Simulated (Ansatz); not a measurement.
# Ta (Ta, hcp): the cost of one run

Computed with Ansatz 0.2.0 (DFT r2SCAN, plane waves (500 eV) with PAW, scalar-relativistic; PAW files made under PBE, frozen cores solved again for the functional, unless a step says otherwise).

## 1. The system as given

It takes space group P6_3/mmc (No. 194, hexagonal). Conventional cell: a = 2.945 Å, b = 2.945 Å, c = 4.809 Å, α = 90.00°, β = 90.00°, γ = 120.00°. Around Ta (site symmetry -6m2) lie 12 Ta at 2.95 Å.

Structure file:

```
Ta
1.0
     2.94513    0.00000    0.00000
    -1.47256    2.55056    0.00000
     0.00000    0.00000    4.80940
Ta
2
Direct
  0.33333 0.66667 0.25000
  0.66667 0.33333 0.75000
```

## 2. Geometry optimisation

input.yaml

```yaml
crystal:
  lattice:
    - [2.9451288715, 0.0, 0.0]
    - [-1.4725644358, 2.5505564202, 0.0]
    - [0.0, 0.0, 4.8093954472]
  atoms:
    - { symbol: Ta, position: [0.3333333333, 0.6666666667, 0.25] }
    - { symbol: Ta, position: [0.6666666667, 0.3333333333, 0.75] }
hamiltonian:
  xc: r2scan
  pseudopotentials:
    kind: paw
    azcp:
      Ta: "pseudopotentials/Ta.paw.azcp"
basis:
  ecutwfc: 500
  fft_grid_basis: typed
kpoints:
  mp_grid: { grid: [12, 12, 7], shift: [0, 0, 0] }
magnetization:
  spin_polarized: false
scf:
  occupations: { method: fermi_dirac, width: 0.1 }
relax:
  max_steps: 60
  f_tol: 0.01
  cell: {}
```

Command:

```
ansatz run input.yaml --threads 1 --pin off --max-ram 3584MiB --backend cpu --events-out ev --progress --plain --runs-dir out
```

Q: Estimate wall time and peak memory on 1 thread of Intel Xeon Platinum 8259CL at 2.50GHz (Skylake/Cascade Lake), shared host.

About 61 s, with a peak of 0.64 GiB.
